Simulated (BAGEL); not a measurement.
# B2H3BrO (SMILES BOBBr): RI-MP2/6-31G(d) (density fitting with qzvpp-jkfit, spherical functions)

Aim: the energy change on altering one bond length of B2H3BrO at RI-MP2/6-31G* (density fitting with qzvpp-jkfit, spherical functions), from 2 runs. 

The calculation is run with BAGEL 1.2.2.

8 further runs of the same task are left out: 6 that didn't finish, 2 set aside as unsound or not needed. Runs told in other sessions of the task aren't counted.

### 1 The structure to begin with

The species is B2H3BrO (7 atoms), meant as a singlet with charge 0. As SMILES, `BOBBr`. The shape is that of a GFN2-xTB optimisation. This is one conformer, not always the lowest.

Bond lengths: B1–O2 1.304 Å, O2–B3 1.292 Å, B3–Br4 1.896 Å, B1–H5 1.176 Å, B1–H6 1.176 Å, B3–H7 1.177 Å. Angles: B1–O2–B3 176.7°, O2–B3–Br4 118.9°, O2–B1–H5 118.8°, O2–B1–H6 119.0°, O2–B3–H7 122.5°, Br4–B3–H7 118.6°, H5–B1–H6 122.2°.

### 2 A single-point energy at RI-MP2/6-31G(d) (density fitting with qzvpp-jkfit, spherical functions)

input.json reads:

```json
{ "bagel" : [

{
  "title" : "molecule",
  "basis" : "6-31gs.json",
  "df_basis" : "qzvpp-jkfit",
  "angstrom" : "true",
  "geometry" : [
    { "atom" : "B", "xyz" : [   -0.183650,    1.345300,    0.024420 ] },
    { "atom" : "O", "xyz" : [    0.052300,    0.070270,   -0.116360 ] },
    { "atom" : "B", "xyz" : [    0.254090,   -1.203360,   -0.189940 ] },
    { "atom" : "Br", "xyz" : [   -0.363800,   -2.312670,    1.217990 ] },
    { "atom" : "H", "xyz" : [    0.617310,    2.013940,    0.567060 ] },
    { "atom" : "H", "xyz" : [   -1.184990,    1.789900,   -0.404030 ] },
    { "atom" : "H", "xyz" : [    0.808730,   -1.703390,   -1.099150 ] }
  ]
},
{ "title" : "hf" },
{ "title" : "mp2", "ncore" : 12 }

]}
```

The basis set 6-31G* is read from a file made from the Basis Set Exchange's data (not shown).

On the command line:

```console
$ BAGEL_NUM_THREADS=1 BAGEL input.json > input.out
```

The program printed:

```text
* using 1 threads per process

  ===============================================================
  ===============================================================

  *** Geometry ***

  { "atom" : "B", "xyz" : [     -0.347048,      2.542249,      0.046147 ] },
  { "atom" : "O", "xyz" : [      0.098833,      0.132791,     -0.219889 ] },
  { "atom" : "B", "xyz" : [      0.480161,     -2.274021,     -0.358935 ] },
  { "atom" : "Br", "xyz" : [     -0.687482,     -4.370313,      2.301668 ] },
  { "atom" : "H", "xyz" : [      1.166547,      3.805795,      1.071588 ] },
  { "atom" : "H", "xyz" : [     -2.239307,      3.382421,     -0.763506 ] },
  { "atom" : "H", "xyz" : [      1.528278,     -3.218941,     -2.077092 ] },

  Number of auxiliary basis functions:      547

  Since a DF basis is specified, we compute 2- and 3-index integrals:
    o Being stored without compression. Storage requirement is 0.028 GB

  Number of basis functions:       80
  Number of electrons      :       56

    * METHOD: MOLECULE                             0.33

  *** RHF ***

  === Nuclear Repulsion ===
   194.9871745333

      * DIIS with orbital gradients will be used.

  === RHF iteration (6-31gs.json) ===
      0      -2698.04785757          0.01743070           0.09
      1      -2698.14126738          0.01171472           0.09
      2      -2698.18805891          0.00137399           0.09
      3      -2698.18936686          0.00030792           0.09
      4      -2698.18941713          0.00009201           0.09
      5      -2698.18942514          0.00002300           0.09
      6      -2698.18942602          0.00000656           0.09
      7      -2698.18942608          0.00000159           0.09
      8      -2698.18942609          0.00000052           0.09
      9      -2698.18942609          0.00000021           0.09
     10      -2698.18942609          0.00000005           0.09
     11      -2698.18942609          0.00000001           0.09
     12      -2698.18942609          0.00000001           0.08
    * SCF iteration converged.

    * Permanent dipole moment:
           (   -0.156539,    -0.423969,     0.391042) a.u.

    * METHOD: HF                                   1.40

  *** RHF ***

  === Nuclear Repulsion ===
   194.9871745333

      * DIIS with orbital gradients will be used.

  === RHF iteration (6-31gs.json) ===
      0      -2698.18942609          0.00000000           0.09
    * SCF iteration converged.

    * Permanent dipole moment:
           (   -0.156539,    -0.423969,     0.391042) a.u.

  === DF-MP2 calculation ===

    * freezing 12 orbitals
    * 3-index integral transformation done
    * assembly done

      MP2 correlation energy:   -0.5690469705      0.05

      MP2 total energy:       -2698.7584730567

    * METHOD: MP2                                  0.23

  ===============================================================
```

Wall time 2.1 s (1 thread of Arm Neoverse V1, shared host); peak memory 0.13 GiB.

### 3 The distorted shape at the same level

input.json reads:

```json
{ "bagel" : [

{
  "title" : "molecule",
  "basis" : "6-31gs.json",
  "df_basis" : "qzvpp-jkfit",
  "angstrom" : true,
  "geometry" : [
    { "atom" : "B", "xyz" : [      -0.849239,       1.945355,       1.115507 ] },
    { "atom" : "O", "xyz" : [      -0.613289,       0.670325,       0.974727 ] },
    { "atom" : "B", "xyz" : [      -0.411499,      -0.603305,       0.901147 ] },
    { "atom" : "Br", "xyz" : [      -1.029389,      -1.712615,       2.309077 ] },
    { "atom" : "H", "xyz" : [      -0.048279,       2.613995,       1.658147 ] },
    { "atom" : "H", "xyz" : [      -1.850579,       2.389955,       0.687057 ] },
    { "atom" : "H", "xyz" : [       0.808730,      -1.703390,      -1.099150 ] }
  ]
},

{
  "title" : "hf"
},

{
  "title" : "mp2",
  "ncore" : 12
}

]}
```

The basis set 6-31G* is read from a file made from the Basis Set Exchange's data (not shown).

On the command line:

```console
$ BAGEL_NUM_THREADS=1 BAGEL input.json > input.out
```

The program printed:

```text
* using 1 threads per process

  ===============================================================
  ===============================================================

  *** Geometry ***

  { "atom" : "B", "xyz" : [     -1.604829,      3.676188,      2.108003 ] },
  { "atom" : "O", "xyz" : [     -1.158948,      1.266731,      1.841967 ] },
  { "atom" : "B", "xyz" : [     -0.777620,     -1.140081,      1.702921 ] },
  { "atom" : "Br", "xyz" : [     -1.945263,     -3.236373,      4.363523 ] },
  { "atom" : "H", "xyz" : [     -0.091234,      4.939735,      3.133444 ] },
  { "atom" : "H", "xyz" : [     -3.497087,      4.516360,      1.298350 ] },
  { "atom" : "H", "xyz" : [      1.528278,     -3.218941,     -2.077092 ] },

  Number of auxiliary basis functions:      547

  Since a DF basis is specified, we compute 2- and 3-index integrals:
    o Being stored without compression. Storage requirement is 0.028 GB

  Number of basis functions:       80
  Number of electrons      :       56

    * METHOD: MOLECULE                             0.34

  *** RHF ***

  === Nuclear Repulsion ===
   190.6115331390

      * DIIS with orbital gradients will be used.

  === RHF iteration (6-31gs.json) ===
      0      -2697.85311996          0.01704552           0.09
      1      -2697.94645667          0.01182103           0.09
      2      -2697.99427047          0.00142446           0.09
      3      -2697.99608250          0.00033621           0.09
      4      -2697.99615759          0.00012128           0.09
      5      -2697.99617210          0.00002795           0.09
      6      -2697.99617315          0.00001051           0.09
      7      -2697.99617323          0.00000366           0.09
      8      -2697.99617324          0.00000149           0.09
      9      -2697.99617324          0.00000052           0.08
     10      -2697.99617324          0.00000015           0.08
     11      -2697.99617324          0.00000006           0.08
     12      -2697.99617324          0.00000002           0.09
     13      -2697.99617324          0.00000001           0.08
    * SCF iteration converged.

    * Permanent dipole moment:
           (    0.428672,    -0.828738,    -0.598146) a.u.

    * METHOD: HF                                   1.49

  *** RHF ***

  === Nuclear Repulsion ===
   190.6115331390

      * DIIS with orbital gradients will be used.

  === RHF iteration (6-31gs.json) ===
      0      -2697.99617324          0.00000000           0.09
    * SCF iteration converged.

    * Permanent dipole moment:
           (    0.428672,    -0.828738,    -0.598146) a.u.

  === DF-MP2 calculation ===

    * freezing 12 orbitals
    * 3-index integral transformation done
    * assembly done

      MP2 correlation energy:   -0.5917941937      0.05

      MP2 total energy:       -2698.5879674369

    * METHOD: MP2                                  0.23

  ===============================================================
```

It took 2.2 s on 1 thread of Arm Neoverse V1, shared host; peak memory 0.13 GiB.

### 4 Summary of results

At RI-MP2/6-31G* (density fitting with qzvpp-jkfit, spherical functions), 12 core orbitals frozen:

```
                                                         quantity           value
                                        first shape: total energy  -2698.75847 Eh
        first shape: correlation energy (12 core orbitals frozen)      -569.0 mEh
                                    distorted shape: total energy  -2698.58797 Eh
    distorted shape: correlation energy (12 core orbitals frozen)      -591.8 mEh
energy change with the B3–H7 bond stretched from 1.177 to 2.589 Å        4.640 eV
```

**Reading.** With the B3–H7 bond stretched from 1.177 to 2.589 Å the energy rises by 4.64 eV (107 kcal/mol). The first shape isn't relaxed at this level, so the change isn't measured from a minimum. A restricted reference can't describe the breaking bond well at this length.
